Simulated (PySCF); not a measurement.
# C₂H₈BFN₂: electronic excitations and core binding energies

Aim: predict the electronic excitations and core binding energies of C₂H₈BFN₂ (`CN(C)B(N)F`).

Computed with PySCF 2.14.0, with density-fitted response routines of our own, on a single molecule in the gas phase. Atoms count from 0, in the outputs and in this text.

### Step 1. The starting structure

14 atoms, charge 0, multiplicity 1; geometry from: GFN2-xTB.

Bonds of the start (Å): C0–N1 1.45, N1–C2 1.44, N1–B3 1.40, B3–N4 1.40, B3–F5 1.35, C0–H6 1.10, C0–H7 1.10, C0–H8 1.09, C2–H9 1.10, C2–H10 1.09, C2–H11 1.10, N4–H12 1.00, N4–H13 1.00.

### Step 2. TDDFT and polarisability: CAM-B3LYP/def2-SVPD

The job: settings as JSON, then the geometry in Å.

```
{"job": {"kind": "uv", "xc": "CAM-B3LYP", "basis": "def2-SVPD", "nstates": 8, "ntriplets": 3}, "charge": 0, "multiplicity": 1}
C     -1.624315    -0.613640    -0.076735
N     -0.297523    -0.040658    -0.025861
C     -0.311254     1.391999    -0.193504
B      0.850828    -0.825258     0.172507
N      2.174511    -0.363916     0.239426
F      0.683878    -2.161585     0.314559
H     -2.254904    -0.188878     0.711690
H     -2.094515    -0.404069    -1.043459
H     -1.562985    -1.688844     0.060006
H     -0.893812     1.867599     0.604016
H      0.699765     1.787173    -0.167593
H     -0.768215     1.660071    -1.152835
H      2.928832    -1.009399     0.381420
H      2.469031     0.588932     0.154197
```

Level: TDDFT CAM-B3LYP/def2-SVPD, vertical, gas phase, core orbitals frozen in the response.

Run with:

```sh
> OMP_NUM_THREADS=1 python probes_run.py task.json out
```

This one command runs all jobs of the session in turn.

**Question.** This job is followed by: delta-SCF UKS SCAN, pcX-2 on the ionised atom, pcseg-1 elsewhere, spin-free X2C. What will the session give for the following? lowest singlet (CAM-B3LYP/def2-SVPD); brightest single state of those computed; lowest triplet; N1s binding energies, SCAN/pcX-2; C1s binding energies, SCAN/pcX-2; B1s binding energies, SCAN/pcX-2; F1s binding energies, SCAN/pcX-2.

The runs gave:

| quantity | value |
| --- | --- |
| lowest singlet (CAM-B3LYP/def2-SVPD) | 5.86 eV (211 nm), f = 0.020 |
| brightest single state of those computed | state 6, 7.88 eV, f = 0.308 |
| lowest triplet | 5.74 eV |
| N1s binding energies, SCAN/pcX-2 | N4 404.82, N1 404.55 eV |
| C1s binding energies, SCAN/pcX-2 | C0 291.36 eV |
| B1s binding energies, SCAN/pcX-2 | B3 196.85 eV |
| F1s binding energies, SCAN/pcX-2 | F5 691.95 eV |

What this shows: The first singlet state (HOMO→LUMO 0.94) lies at 5.86 eV and is weak; of the 8 states computed, the strongest absorption comes from state 6 at 7.88 eV. The lowest triplet lies 0.12 eV below the lowest singlet (triplets in Tamm-Dancoff, singlets in full TDDFT). States above −ε(HOMO) lie where TDDFT describes them poorly and they hang on the basis; the brightest is among them. N4 (nitrogen bonded to B, 2 H) binds its N1s electron 0.26 eV more tightly than N1 (nitrogen bonded to 2 C, B).
